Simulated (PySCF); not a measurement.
# AlNH3Br (SMILES [NH2][AlH][Br]) at 6 levels

Wanted: a comparison of 6 runs (HF/STO-3G, HF/3-21G, B3LYP/6-31G*, r2SCAN/pcseg-1, PBE0/def2-SVP, wB97X/def2-TZVP) of AlNH3Br. Input form: a Python script.

The results are computed with PySCF 2.14.0.

1 further run of the same task is left out (for a known fault of the program).

## 1. Starting point

AlNH3Br: 6 atoms, total charge 0, spin state singlet. SMILES: `[NH2][AlH][Br]`. The coordinates come from a PBE0-D4/def2-TZVP relaxation.

Bond lengths: N1–Al2 1.756 Å, Al2–Br3 2.258 Å, N1–H4 1.007 Å, N1–H5 1.007 Å, Al2–H6 1.571 Å. Angles: N1–Al2–Br3 117.4°, N1–Al2–H6 121.8°, Br3–Al2–H6 120.8°, Al2–N1–H4 124.3°, Al2–N1–H5 125.0°, H4–N1–H5 110.7°.

## 2. Energy and gradient at HF/STO-3G (run 1)

File run.py:

```python
from pyscf import gto

mol = gto.Mole()
mol.atom = [
    ('N', (-0.538600, 0.312000, -0.787000)),
    ('Al', (0.365200, -0.088000, 0.664600)),
    ('Br', (1.477000, -2.053200, 0.688500)),
    ('H', (-1.070300, 1.158600, -0.909700)),
    ('H', (-0.597900, -0.268200, -1.607800)),
    ('H', (0.406800, 0.874700, 1.905200)),
]
mol.max_memory = 1860
mol.verbose = 4
mol.basis = 'sto-3g'
mol.build()

myscf = mol.RHF()
myscf.conv_tol = 1e-10
myscf.kernel()
if not myscf.converged:
    myscf = myscf.newton().run(myscf.mo_coeff, myscf.mo_occ)

energy = myscf.e_tot
print('E(%s) = %.9f' % ('HF', energy))
grad = myscf.nuc_grad_method().kernel()
myscf.analyze()
```

The run is started by

```bash
$ OMP_NUM_THREADS=1 python run.py
```

Standard output:

```text
PySCF version 2.14.0

[... 73 lines left out ...]
Total Energy =                       -2839.271105900205384
[... 3 lines left out ...]
Two-electron Coulomb Energy =         1457.686779868449548
[... 5 lines left out ...]
MO #3   energy= -57.8503207813995  occ= 2
[... 3 lines left out ...]
MO #7   energy= -15.2177401235177  occ= 2
[... 3 lines left out ...]
MO #11  energy= -6.80032171202522  occ= 2
[... 3 lines left out ...]
MO #15  energy= -2.99973767444279  occ= 2
[... 3 lines left out ...]
MO #19  energy= -2.15294899269404  occ= 2
[... 3 lines left out ...]
MO #23  energy= -0.566962142733808 occ= 2
[... 3 lines left out ...]
MO #27  energy= -0.319506223762999 occ= 2
[... 3 lines left out ...]
MO #31  energy= 0.35861139484261   occ= 0
[... 3 lines left out ...]
MO #35  energy= 0.815416104040401  occ= 0
[... 5 lines left out ...]
pop of  0 N 2py           1.23962
pop of  0 N 2pz           1.28342
pop of  1 Al 1s           2.00000
pop of  1 Al 2s           1.99997
pop of  1 Al 3s           0.91763
pop of  1 Al 2px          1.99886
pop of  1 Al 2py          1.99849
pop of  1 Al 2pz          1.99866
pop of  1 Al 3px          0.29030
pop of  1 Al 3py          0.45307
pop of  1 Al 3pz          0.53784
pop of  2 Br 1s           2.00000
pop of  2 Br 2s           1.99998
pop of  2 Br 3s           1.99976
pop of  2 Br 4s           1.93993
pop of  2 Br 2px          2.00000
pop of  2 Br 2py          2.00000
pop of  2 Br 2pz          2.00000
pop of  2 Br 3px          1.99982
pop of  2 Br 3py          1.99954
pop of  2 Br 3pz          1.99997
pop of  2 Br 4px          1.83523
pop of  2 Br 4py          1.58665
pop of  2 Br 4pz          1.97283
pop of  2 Br 3dxy         1.99971
pop of  2 Br 3dyz         1.99996
pop of  2 Br 3dz^2        1.99987
pop of  2 Br 3dxz         1.99999
pop of  2 Br 3dx2-y2      1.99987
pop of  3 H 1s            0.90335
pop of  4 H 1s            0.90193
pop of  5 H 1s            1.20863
 ** Mulliken atomic charges  **
charge of    0N =     -0.45817
charge of    1Al =      0.80519
charge of    2Br =     -0.33312
charge of    3H =      0.09665
charge of    4H =      0.09807
charge of    5H =     -0.20863
Dipole moment(X, Y, Z, Debye): -1.54213,  2.39167, -0.43375
```

It took 9.1 s on 1 thread of Intel Xeon at 2.50GHz (Skylake/Cascade Lake), shared host; peak memory 0.12 GiB.

## 3. Energy and forces at HF/3-21G (run 2)

File input.py:

```python
from pyscf import gto, scf

system = gto.M(
    atom='''
N       -0.538600       0.312000      -0.787000
Al       0.365200      -0.088000       0.664600
Br       1.477000      -2.053200       0.688500
H       -1.070300       1.158600      -0.909700
H       -0.597900      -0.268200      -1.607800
H        0.406800       0.874700       1.905200
''',
    verbose=3,
    spin=0,
    basis='3-21g',
    max_memory=1860,
)

hf = scf.RHF(system)
hf.conv_tol = 1e-10
hf.kernel()
if not hf.converged:
    hf = hf.newton().run(hf.mo_coeff, hf.mo_occ)

e_final = hf.e_tot
print(f'total energy: {e_final:.8f} hartree')
grad = hf.nuc_grad_method().kernel()
dip = hf.dip_moment()
pop, q = hf.mulliken_pop()
```

The run is started by

```bash
$ OMP_NUM_THREADS=1 python input.py
```

Standard output:

```text
converged SCF energy = -2856.62625814093
total energy: -2856.62625814 hartree
--------------- RHF gradients ---------------
         x                y                z
0 N     0.0037658436    -0.0014137966     0.0063596299
1 Al     0.0097295609    -0.0171606844     0.0002386647
2 Br    -0.0113559379     0.0196469103    -0.0007487027
3 H    -0.0018075571     0.0029038605    -0.0003861989
4 H     0.0001363239    -0.0022962917    -0.0024586459
5 H    -0.0004682335    -0.0016799981    -0.0030047472
----------------------------------------------
Dipole moment(X, Y, Z, Debye): -1.82270,  2.24224, -1.21160
 ** Mulliken pop  **
pop of  0 N 1s            1.98645
pop of  0 N 2s            0.35286
pop of  0 N 3s            1.31985
pop of  0 N 2px           0.65231
pop of  0 N 2py           0.57133
pop of  0 N 2pz           0.59491
pop of  0 N 3px           1.00399
pop of  0 N 3py           0.77877
pop of  0 N 3pz           0.85059
pop of  1 Al 1s           1.99879
pop of  1 Al 2s           1.98028
pop of  1 Al 3s           0.58939
pop of  1 Al 4s           0.17624
pop of  1 Al 2px          1.95845
pop of  1 Al 2py          1.95975
pop of  1 Al 2pz          1.96352
pop of  1 Al 3px          0.23280
pop of  1 Al 3py          0.37816
pop of  1 Al 3pz          0.39783
pop of  1 Al 4px          0.09367
pop of  1 Al 4py          0.03212
pop of  1 Al 4pz          0.11283
pop of  2 Br 1s           1.99981
pop of  2 Br 2s           1.99680
pop of  2 Br 3s           2.00145
pop of  2 Br 4s           0.73987
pop of  2 Br 5s           1.27506
pop of  2 Br 2px          1.99664
pop of  2 Br 2py          1.99646
pop of  2 Br 2pz          1.99672
pop of  2 Br 3px          1.99107
pop of  2 Br 3py          1.99014
pop of  2 Br 3pz          1.99170
pop of  2 Br 4px          0.77152
pop of  2 Br 4py          0.72669
pop of  2 Br 4pz          0.80749
pop of  2 Br 5px          1.08245
pop of  2 Br 5py          0.96193
pop of  2 Br 5pz          1.12155
pop of  2 Br 3dxy         1.99921
pop of  2 Br 3dyz         1.99982
pop of  2 Br 3dz^2        1.99966
pop of  2 Br 3dxz         1.99994
pop of  2 Br 3dx2-y2      1.99965
pop of  3 H 1s            0.43865
pop of  3 H 2s            0.22543
pop of  4 H 1s            0.43763
pop of  4 H 2s            0.22291
pop of  5 H 1s            0.39900
pop of  5 H 2s            0.84587
 ** Mulliken atomic charges  **
charge of    0N =     -1.11105
charge of    1Al =      1.12617
charge of    2Br =     -0.44564
charge of    3H =      0.33593
charge of    4H =      0.33946
charge of    5H =     -0.24487
```

Wall time 9.3 s (1 thread of Intel Xeon at 2.50GHz (Skylake/Cascade Lake), shared host); peak memory 0.12 GiB.

## 4. Energy and forces at B3LYP/6-31G(d) (spherical functions) (run 3)

File calc.py:

```python
# [NH2][AlH][Br]
import pyscf.grad
from pyscf import gto, dft

mol = gto.Mole()
mol.atom = [
    ('N', (-0.538600, 0.312000, -0.787000)),
    ('Al', (0.365200, -0.088000, 0.664600)),
    ('Br', (1.477000, -2.053200, 0.688500)),
    ('H', (-1.070300, 1.158600, -0.909700)),
    ('H', (-0.597900, -0.268200, -1.607800)),
    ('H', (0.406800, 0.874700, 1.905200)),
]
mol.basis = '6-31g*'
mol.max_memory = 1860
mol.verbose = 4
mol.build()

ks = dft.RKS(mol)
ks.xc = 'b3lyp'
ks.conv_tol = 1e-10
ks.grids.level = 5
ks.kernel()
if not ks.converged:
    ks = ks.newton().run(ks.mo_coeff, ks.mo_occ)

e_final = ks.e_tot
print(f'total energy: {e_final:.8f} hartree')
grad = ks.Gradients().kernel()
ks.analyze()
```

The run is started by

```bash
$ OMP_NUM_THREADS=1 python calc.py
```

Standard output:

```text
PySCF version 2.14.0

[... 74 lines left out ...]
converged SCF energy = -2872.96010835678
[... 20 lines left out ...]
DFT Exchange-Correlation Energy =     -118.134811692337450
[... 8 lines left out ...]
MO #7   energy= -14.3123394803748  occ= 2
[... 6 lines left out ...]
MO #14  energy= -2.70742446135747  occ= 2
[... 6 lines left out ...]
MO #21  energy= -0.839961071637105 occ= 2
[... 6 lines left out ...]
MO #28  energy= -0.291972046976531 occ= 2
[... 6 lines left out ...]
MO #35  energy= 0.126095217314227  occ= 0
[... 6 lines left out ...]
MO #42  energy= 0.374311604205429  occ= 0
[... 6 lines left out ...]
MO #49  energy= 0.621703365187113  occ= 0
[... 6 lines left out ...]
MO #56  energy= 0.915375943257214  occ= 0
[... 6 lines left out ...]
MO #63  energy= 2.15192756552666   occ= 0
[... 6 lines left out ...]
MO #70  energy= 4.92620999853674   occ= 0
[... 40 lines left out ...]
pop of  2 Br 2py          2.00000
pop of  2 Br 2pz          2.00000
pop of  2 Br 3px          1.99988
pop of  2 Br 3py          1.99986
pop of  2 Br 3pz          1.99989
pop of  2 Br 4px          1.82295
pop of  2 Br 4py          1.67510
pop of  2 Br 4pz          1.91599
pop of  2 Br 5px          0.00158
pop of  2 Br 5py          0.00237
pop of  2 Br 5pz          0.00145
pop of  2 Br 3dxy         1.99983
pop of  2 Br 3dyz         1.99986
pop of  2 Br 3dz^2        1.99986
pop of  2 Br 3dxz         1.99987
pop of  2 Br 3dx2-y2      1.99984
pop of  2 Br 4dxy         0.00466
pop of  2 Br 4dyz         0.00139
pop of  2 Br 4dz^2        0.00209
pop of  2 Br 4dxz         0.00055
pop of  2 Br 4dx2-y2      0.00303
pop of  2 Br 5dxy         0.00011
pop of  2 Br 5dyz         0.00005
pop of  2 Br 5dz^2        0.00005
pop of  2 Br 5dxz         0.00002
pop of  2 Br 5dx2-y2      0.00009
pop of  3 H 1s            0.76240
pop of  3 H 2s            0.01123
pop of  4 H 1s            0.76278
pop of  4 H 2s            0.01150
pop of  5 H 1s            1.13028
pop of  5 H 2s            0.00120
 ** Mulliken atomic charges  **
charge of    0N =     -0.68244
charge of    1Al =      0.67857
charge of    2Br =     -0.31673
charge of    3H =      0.22636
charge of    4H =      0.22572
charge of    5H =     -0.13148
Dipole moment(X, Y, Z, Debye): -1.54563,  1.67318, -1.30023
```

Wall time 68 s (1 thread of Intel Xeon at 2.50GHz (Skylake/Cascade Lake), shared host); peak memory 0.68 GiB.

Runs 4 to 5 aren't shown in full; the table further down has their settings and results.

## 5. Energy and gradient at wB97X/def2-TZVP (run 6)

File job.py:

```python
# [NH2][AlH][Br]
from pyscf import gto, dft

system = gto.Mole()
system.atom = '''
N       -0.538600       0.312000      -0.787000
Al       0.365200      -0.088000       0.664600
Br       1.477000      -2.053200       0.688500
H       -1.070300       1.158600      -0.909700
H       -0.597900      -0.268200      -1.607800
H        0.406800       0.874700       1.905200
'''
system.verbose = 4
system.charge = 0
system.spin = 0
system.max_memory = 1860
system.basis = 'def2-tzvp'
system.build()

mf = dft.RKS(system)
mf.xc = 'wb97x'
mf.conv_tol = 1e-10
mf.grids.level = 5
mf.kernel()
if not mf.converged:
    mf = mf.newton().run(mf.mo_coeff, mf.mo_occ)

etot = mf.e_tot
print('Final energy', etot)
grad = mf.nuc_grad_method().kernel()
dip = mf.dip_moment()
pop, q = mf.mulliken_pop()
```

The run is started by

```bash
$ OMP_NUM_THREADS=1 python job.py
```

Standard output:

```text
PySCF version 2.14.0

[... 75 lines left out ...]
converged SCF energy = -2873.28724711048
Final energy -2873.287247110479
[... 13 lines left out ...]
Dipole moment(X, Y, Z, Debye): -1.31865,  1.45941, -1.07122
[... 102 lines left out ...]
pop of  2 Br 5dz^2        0.00707
pop of  2 Br 5dxz         0.00625
pop of  2 Br 5dx2-y2      0.00761
pop of  2 Br 6dxy         0.00632
pop of  2 Br 6dyz         0.00451
pop of  2 Br 6dz^2        0.00372
pop of  2 Br 6dxz         0.00278
pop of  2 Br 6dx2-y2      0.00602
pop of  2 Br 4f-3         0.00040
pop of  2 Br 4f-2         0.00018
pop of  2 Br 4f-1         0.00029
pop of  2 Br 4f+0         0.00016
pop of  2 Br 4f+1         0.00011
pop of  2 Br 4f+2         0.00007
pop of  2 Br 4f+3         0.00055
pop of  3 H 1s            0.26928
pop of  3 H 2s            0.40070
pop of  3 H 3s            0.05145
pop of  3 H 2px           0.01512
pop of  3 H 2py           0.01680
pop of  3 H 2pz           0.00939
pop of  4 H 1s            0.26913
pop of  4 H 2s            0.39638
pop of  4 H 3s            0.05085
pop of  4 H 2px           0.01143
pop of  4 H 2py           0.01198
pop of  4 H 2pz           0.01770
pop of  5 H 1s            0.23558
pop of  5 H 2s            0.52222
pop of  5 H 3s            0.34179
pop of  5 H 2px           0.00013
pop of  5 H 2py           0.00198
pop of  5 H 2pz           0.00307
 ** Mulliken atomic charges  **
charge of    0N =     -0.64890
charge of    1Al =      0.52532
charge of    2Br =     -0.25144
charge of    3H =      0.23726
charge of    4H =      0.24252
charge of    5H =     -0.10477
```

It took 5.2 min on 1 thread of Intel Xeon at 2.50GHz (Skylake/Cascade Lake), shared host; peak memory 1.4 GiB.

## 6. The series

```tsv
run	level	integration grid	energy (Eh)	dipole moment (D)	HOMO energy (eV)	LUMO energy (eV)	wall time
1	HF/STO-3G	–	-2839.271106	2.88	-7.74	8.98	9.1 s
2	HF/3-21G	–	-2856.626258	3.13	-10.72	2.32	9.3 s
3	B3LYP/6-31G* (spherical functions)	5	-2872.960108	2.62	-7.32	-0.62	68 s
4	r2SCAN/pcseg-1	5	-2872.847666	2.41	-6.73	-0.96	1.9 min
5	PBE0/def2-SVP	5	-2872.332554	2.44	-7.63	-0.39	68 s
6	wB97X/def2-TZVP	5	-2873.287247	2.24	-10.25	1.30	5.2 min
```

## 7. Results

| quantity | value |
| --- | --- |
| run 6: total energy | -2873.28725 Eh |
| run 6: dipole moment | 2.24 D |
| run 6: HOMO energy | -10.25 eV |
| run 6: LUMO energy | 1.30 eV |
| run 6: HOMO–LUMO gap | 11.56 eV |
| run 6: largest force on an atom | 0.083 eV/Å |

**Reading.** The dipole moment (its size) runs from 2.24 D (wB97X/def2-TZVP) to 3.13 D (HF/3-21G). The two ends differ in method and basis. The HOMO–LUMO gap runs from 5.76 eV (r2SCAN/pcseg-1) to 16.72 eV (HF/STO-3G). Totals of different functionals can't be ranked against each other. In run 1 the basis is minimal, so the values are rough. All runs together took 9.6 min, the longest 5.2 min.
